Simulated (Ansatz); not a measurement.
A nudged elastic band was laid between two geometries of a periodic cell of 63 atoms, Si$_{62}$P (host Si, host structure diamond, dopant P, one Si atom removed), cell charge +2.

The calculation used DFT LDA, scalar-relativistic, plane waves, PAW in Ansatz 0.2.0. Settings: PAW set soft_1, cutoff 420 eV, k mesh 1x1x1, gaussian smearing 0.05 eV, spin collinear.

- movable images: 5
- climbing image: yes
- spring: 10.0 eV/Å²
- optimiser: fire
- start path: IDPP
- force threshold: 0.03 eV/Å
- iteration limit: 58
- end points: relaxed

Initial state:

```xyz
63
Lattice="10.8600 0.0000 0.0000 0.0000 10.8600 0.0000 0.0000 0.0000 10.8600" Properties=species:S:1:pos:R:3
Si 5.447 0.042 0.001
Si 6.797 1.437 1.346
P 8.139 2.716 0.005
Si 9.419 4.058 1.347
Si 8.142 0.042 2.695
Si 9.498 1.356 4.076
Si 0.048 -0.052 -0.006
Si 1.325 1.375 1.329
Si 2.712 2.718 0.006
Si 4.052 4.082 1.371
Si 5.411 5.445 0.037
Si 6.774 6.804 1.370
Si 8.138 8.144 0.005
Si 9.481 9.531 1.329
Si 2.704 -0.007 2.701
Si 4.068 1.356 4.076
Si 5.411 2.748 2.734
Si 6.774 4.082 4.092
Si 8.107 5.445 2.733
Si 9.500 6.787 4.075
Si 5.443 -0.007 5.439
Si 6.814 1.375 6.818
Si 8.139 2.717 5.433
Si 9.481 4.041 6.819
Si 8.147 -0.055 8.094
Si -0.047 5.408 0.002
Si 1.336 6.773 1.348
Si 2.710 8.145 0.016
Si 4.083 9.520 1.348
Si -0.047 2.713 2.696
Si 1.336 4.059 4.061
Si 2.693 5.438 2.726
Si 4.068 6.788 4.076
Si 5.417 8.162 2.726
Si 6.796 9.519 4.060
Si 0.004 -0.009 5.408
Si 1.368 1.317 6.775
Si 2.711 2.728 5.433
Si 4.083 4.059 6.808
Si 5.418 5.438 5.450
Si 6.796 6.772 6.808
Si 8.128 8.145 5.433
Si 9.539 9.487 6.776
Si 2.735 -0.009 8.139
Si 4.067 1.356 9.505
Si 5.447 2.712 8.191
Si 6.797 4.057 9.585
Si 8.142 5.407 8.191
Si 9.498 6.787 9.505
Si 0.002 8.151 2.700
Si 1.362 9.493 4.055
Si 0.003 5.412 5.439
Si 1.363 6.767 6.781
Si 2.712 8.143 5.431
Si 4.089 9.492 6.781
Si 0.051 2.708 8.095
Si 1.326 4.042 9.523
Si 2.705 5.413 8.141
Si 4.068 6.787 9.504
Si 5.442 8.150 8.141
Si 6.813 9.529 9.523
Si 0.004 8.119 8.140
Si 1.367 9.487 9.465
```

Final state:

```xyz
63
Lattice="10.8600 0.0000 0.0000 0.0000 10.8600 0.0000 0.0000 0.0000 10.8600" Properties=species:S:1:pos:R:3
Si 5.460 0.033 -0.017
Si 6.742 1.376 1.403
P 9.504 1.356 -1.359
Si 9.484 4.118 1.403
Si 8.162 0.033 2.685
Si 9.506 1.354 4.072
Si -0.012 0.012 -0.081
Si 1.336 1.359 1.314
Si 2.717 2.715 0.000
Si 4.048 4.081 1.366
Si 5.417 5.443 0.041
Si 6.779 6.812 1.366
Si 8.145 8.143 0.000
Si 9.501 9.524 1.314
Si 2.701 0.013 2.696
Si 4.074 1.343 4.071
Si 5.417 2.756 2.728
Si 6.779 4.081 4.097
Si 8.104 5.443 2.728
Si 9.517 6.786 4.071
Si 5.449 0.013 5.444
Si 6.831 1.359 6.809
Si 8.145 2.715 5.428
Si 9.501 4.029 6.809
Si 8.226 0.012 8.157
Si -0.033 5.400 -0.017
Si 1.340 6.780 1.364
Si 2.717 8.143 0.000
Si 4.080 9.520 1.364
Si -0.033 2.698 2.685
Si 1.340 4.079 4.065
Si 2.694 5.439 2.724
Si 4.071 6.789 4.074
Si 5.421 8.166 2.724
Si 6.781 9.520 4.065
Si 0.011 -0.011 5.412
Si 1.375 1.322 6.770
Si 2.717 2.715 5.428
Si 4.080 4.079 6.805
Si 5.421 5.439 5.451
Si 6.781 6.780 6.805
Si 8.145 8.143 5.428
Si 9.538 9.485 6.770
Si 2.733 -0.011 8.134
Si 4.073 1.354 9.499
Si 5.460 2.698 8.178
Si 6.742 4.118 9.521
Si 8.162 5.400 8.178
Si 9.506 6.787 9.499
Si -0.013 8.159 2.696
Si 1.367 9.493 4.053
Si -0.013 5.411 5.444
Si 1.367 6.768 6.778
Si 2.716 8.144 5.429
Si 4.092 9.493 6.778
Si -0.012 2.634 8.157
Si 1.336 4.029 9.504
Si 2.701 5.411 8.158
Si 4.074 6.786 9.488
Si 5.449 8.159 8.158
Si 6.831 9.524 9.504
Si 0.011 8.127 8.134
Si 1.375 9.485 9.467
```

What changes between the two ends?

The atom that moves furthest is P3, by 2.36 Å; four of its nearest neighbours are Si2 2.29, Si47 2.29, Si4 2.29, Si5 3.79 Å at the first end and Si56 2.29, Si25 2.29, Si7 2.29, Si24 3.79 Å at the last.

Give the energies along the band, and the barrier.

It converged. The highest image is number 3 of 0 to 6, 1.28 eV above the ends, which have the same energy within 2 meV. By the program's own check the climbing image is of a kind that is not told: the force calls were inconclusive, a negative curvature could not be distinguished from the path's own, the only one lies far off the path, or fixed occupations may fill a level only in part (lowest curvatures found: -3.12 and -0.08 eV/Å²). Limits of this set-up: coarse k mesh, PAW files made for another functional, a typed lattice constant that wasn't relaxed here, charged cell in a uniform background, uncorrected.

```tsv
image	path coordinate (Å)	energy (eV)	Si2–P3 (Å)	P3–Si4 (Å)	P3–Si47 (Å)
0	0.00	0.00	2.29	2.29	2.29
1	0.51	0.21	2.34	2.38	2.34
2	1.01	0.91	2.42	2.74	2.47
3	1.52	1.28	2.60	3.23	2.75
4	2.02	0.86	3.05	3.44	3.16
5	2.51	0.19	3.55	3.70	3.58
6	3.01	0.00	3.91	3.91	3.91
```

What is the geometry of the highest image?


```xyz
63
Lattice="10.8600 0.0000 0.0000 0.0000 10.8600 0.0000 0.0000 0.0000 10.8600" Properties=species:S:1:pos:R:3:forces:R:3
Si 5.412 -0.026 -0.001 -0.01 0.00 0.01
Si 6.952 1.308 1.164 0.00 -0.02 -0.01
P 8.626 1.860 -0.741 -0.01 0.01 0.03
Si 9.539 4.107 1.388 0.02 0.01 0.01
Si 8.154 -0.010 2.699 -0.01 0.00 0.00
Si 9.493 1.348 4.077 -0.01 0.01 0.00
Si -0.096 0.092 0.004 -0.01 0.01 0.00
Si 1.331 1.375 1.341 -0.01 0.00 -0.01
Si 2.723 2.716 0.006 0.01 0.00 0.00
Si 4.115 4.052 1.340 0.01 0.00 0.00
Si 5.520 5.346 -0.020 0.00 0.00 0.01
Si 6.793 6.772 1.348 0.00 0.00 0.00
Si 8.134 8.148 -0.003 0.01 0.00 0.00
Si 9.501 9.504 1.345 0.01 0.00 -0.01
Si 2.691 -0.002 2.718 0.00 0.00 0.00
Si 4.120 1.364 4.014 0.00 -0.01 -0.01
Si 5.549 2.688 2.597 0.01 0.01 -0.01
Si 6.798 4.054 4.047 0.00 0.00 -0.01
Si 8.155 5.444 2.726 -0.01 0.02 0.02
Si 9.508 6.830 4.116 0.01 0.01 0.01
Si 5.420 -0.017 5.419 0.00 0.00 -0.01
Si 6.758 1.362 6.788 0.00 -0.01 0.00
Si 8.133 2.708 5.432 0.01 0.00 0.00
Si 9.499 4.050 6.794 0.01 -0.01 0.00
Si 8.068 0.178 8.341 -0.02 -0.01 -0.01
Si -0.021 5.425 -0.012 -0.01 0.00 0.00
Si 1.362 6.776 1.370 0.00 0.01 0.00
Si 2.708 8.147 0.002 0.00 0.00 0.01
Si 4.053 9.496 1.388 -0.01 0.00 0.00
Si -0.023 2.708 2.713 -0.01 0.01 0.00
Si 1.362 4.088 4.065 0.00 0.00 0.01
Si 2.742 5.410 2.699 0.00 0.00 0.00
Si 4.067 6.782 4.072 -0.01 0.00 0.01
Si 5.428 8.126 2.711 0.00 0.00 0.00
Si 6.776 9.497 4.070 0.00 0.00 0.01
Si -0.022 0.015 5.466 0.00 0.00 0.01
Si 1.348 1.370 6.807 0.02 -0.01 -0.02
Si 2.739 2.720 5.407 0.01 0.01 -0.01
Si 4.066 4.100 6.786 -0.01 0.00 0.01
Si 5.435 5.416 5.408 0.00 0.00 0.00
Si 6.782 6.769 6.786 0.01 0.00 0.00
Si 8.151 8.211 5.502 -0.01 0.00 0.00
Si 9.472 9.635 6.922 0.01 0.00 0.00
Si 2.705 0.003 8.151 0.00 0.00 0.00
Si 4.073 1.350 9.503 -0.01 0.00 0.00
Si 5.423 2.713 8.144 0.00 0.01 0.01
Si 6.919 3.922 9.489 0.01 -0.01 0.00
Si 8.160 5.403 8.155 0.00 -0.01 0.01
Si 9.497 6.795 9.497 -0.01 0.01 0.01
Si 0.023 8.147 2.720 0.00 -0.01 -0.01
Si 1.337 9.514 4.100 0.00 0.00 0.00
Si 0.018 5.434 5.438 0.00 0.00 -0.01
Si 1.336 6.814 6.804 0.00 0.00 0.00
Si 2.706 8.142 5.430 0.00 -0.01 -0.01
Si 4.056 9.498 6.787 0.00 0.00 0.00
Si -0.016 2.733 8.169 0.01 0.01 -0.01
Si 1.342 4.052 9.521 0.00 -0.01 0.00
Si 2.696 5.434 8.141 0.01 0.00 0.00
Si 4.094 6.753 9.508 0.00 0.00 -0.01
Si 5.418 8.122 8.121 0.00 -0.02 0.00
Si 6.749 9.484 9.506 0.00 -0.01 -0.01
Si -0.022 8.186 8.163 0.00 0.01 0.00
Si 1.308 9.562 9.520 0.00 0.00 -0.01
```

The band took 36 iterations and roughly 60 core-minutes.

The run took 21 min on 4 threads of Arm Neoverse V1, with other jobs on the host, peak memory 4.2 GiB.
